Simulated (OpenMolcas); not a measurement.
# Ir²⁺ among point charges: CASSCF and CASPT2 levels and susceptibility

Aim: the splitting of the states of Ir²⁺ in the field of 6 point charges, its lowest levels with spin-orbit coupling and its magnetic susceptibility.

The numbers are computed with OpenMolcas 26.06 (state-averaged CASSCF and CASPT2, spin-orbit coupling by RASSI with atomic mean-field integrals), except any that are marked as measured or tabulated.

## 1. The system

* Species: Ir²⁺ (iridium, Z = 77, 75 electrons)
* Basis: ANO-RCC-VDZP [7s6p4d2f], 59 functions
* Scalar Hamiltonian: DKH2, point nucleus
* Inactive shells: 1s 2s 2p 3s 3p 3d 4s 4p 4d 4f 5s 5p
* Active space: 7 electrons in 5 orbitals (5d)
* Some configurations of this space: 5d⁷
* Orbitals: optimised for each spin and parity, averaged over all roots

The outer shells:

5d7
```
5d [↑↓][↑↓][↑ ][↑ ][↑ ]
```

The ion sits among 6 point charges of -1.36 e arranged as an octahedron (Oh), 1.8 Å from the ion.

The work runs as a chain of OpenMolcas steps in one folder; each step below is one input file. Labels, J, g values, rates, χT and fits are worked out afterwards by a script from the matrices that RASSI stores. The input lists half of the charges; inversion (Group=XYZ) makes the rest.

## 2. Basis and integrals

File a.inp:

```
&GATEWAY
Coord
1

Ir 0.0 0.0 0.0
Basis=ANO-RCC-VDZP
Group=XYZ
NoMove
AngMom=0.0 0.0 0.0
AMFI
XField
3 Angstrom 0
1.800000 0.000000 0.000000 -1.360000
0.000000 1.800000 0.000000 -1.360000
0.000000 0.000000 1.800000 -1.360000
&SEWARD
```

Launch:

```bash
OMP_NUM_THREADS=1 MOLCAS_MEM=1689 MOLCAS_PROJECT=a pymolcas a.inp > a.log
```

## 3. Reference wave functions, quartets of even parity, 10 roots

File a.inp:

```
&RASSCF
FileOrb=start.orb
Symmetry=1
Spin=4
nActEl=7 0 0
Inactive=15 19
Ras2=5 0
CIRoot=10 10 1
SDav=10
CIMx=300
Iter=120 100
PrWF=0.3
OrbListing=Nothing
MaxOrb=0
>>> COPY $Project.JobIph JOB001
```

start.orb holds the contracted functions of the basis, ordered by shell, or the orbitals of the step before.

## 4. CASSCF: doublets of even parity, 40 roots

File a.inp:

```
&RASSCF
FileOrb=start.orb
Symmetry=1
Spin=2
nActEl=7 0 0
Inactive=15 19
Ras2=5 0
CIRoot=40 40 1
SDav=40
CIMx=300
Iter=120 100
PrWF=0.3
OrbListing=Nothing
MaxOrb=0
>>> COPY $Project.JobIph JOB002
```

## 5. State interaction with spin-orbit coupling

File a.inp:

```
&RASSI
NrOfJobIphs=2 10 40
1 2 3 4 5 6 7 8 9 10
1 2 3 4 5 6 7 8 9 10 11 12 13 14 15 16 17 18 19 20 21 22 23 24 25 26 27
28 29 30 31 32 33 34 35 36 37 38 39 40
IphNames
JOB001
JOB002
EJob
SpinOrbit
DIPRint=1.0
SOCoupling=1000.0
Subsets=2
Property=9
'ANGMOM' 1 'ANGMOM' 2 'ANGMOM' 3 'MLTPL  1' 1 'MLTPL  1' 2 'MLTPL  1' 3
'AMFI' 1 'AMFI' 2 'AMFI' 3
SOProperty=3
'ANGMOM' 1 'ANGMOM' 2 'ANGMOM' 3
```

## 6. CASPT2: IPEA 0.25, imaginary shift 0.1 (closed shells correlated: 5s 5p)

File a.inp:

```
>>> COPY JOB001 $Project.JobIph
&CASPT2
Multistate=10 1 2 3 4 5 6 7 8 9 10
NoMult
Frozen=14 16
IPEA=0.25
Imaginary=0.1
MaxIter=60
WThr=0.0 0.3 0.05
PrWF=0.5
NoMix
>>> COPY JOB002 $Project.JobIph
&CASPT2
Multistate=40 1 2 3 4 5 6 7 8 9 10 11 12 13 14 15 16 17 18 19 20 21 22
23 24 25 26 27 28 29 30 31 32 33 34 35 36 37 38 39 40
NoMult
Frozen=14 16
IPEA=0.25
Imaginary=0.1
MaxIter=60
WThr=0.0 0.3 0.05
PrWF=0.5
NoMix
```

(Steps that only read results are left out.)

**Question.** What will these runs give? Wanted: spin-free ground state; first state of the same spin within the active space; lowest level; next level.

**Answer**, as computed:

| quantity | value |
| --- | --- |
| method | SS-CASPT2, IPEA 0.25, imaginary shift 0.1 (closed shells correlated: 5s 5p) |
| spin-free ground state | 2E, 2-fold in its orbital part |
| first state of the same spin within the active space | 2T1 at 13900 cm⁻¹ |
| lowest level | 4-fold Γ8 |
| next level | 1404.2 cm⁻¹ |
| χT at 300 K | 1.26 cm³ K/mol |
| effective moment at 300 K | 3.18 μB |

Cost by method:

| method | time of its own steps | time with the reference |
| --- | --- | --- |
| A. CASSCF | 8.9 s | 8.9 s |
| B. SS-CASPT2, IPEA 0.25, imaginary shift 0.1, +5s 5p | 3.4 s | 12 s |

Times are of one thread on a shared host.

The spin-free ground state (2E) comes to 44 % from free-ion G terms and has less than the highest spin computed. χT at 300 K is 1.26, against 0.38 cm³ K/mol for the spin alone, so orbital moment adds to it. A ligand-field fit to the states below 45000 cm-1 gives 10Dq = 17334 cm-1, B = 642 cm-1 and C = 3146 cm-1 (C/B = 4.90), with a deviation of 672 cm-1. CASPT2 does not keep the components of a term degenerate, and the means are used. An orbital doublet at a regular site is open to a Jahn-Teller distortion, which this geometry leaves out. The field of point charges can differ much from that of real complexes. With metal d orbitals alone active, the gaps between spin states are rough; where two lie within a few thousand cm-1, their order is open. This is an electrostatic model: the charges have no orbitals.
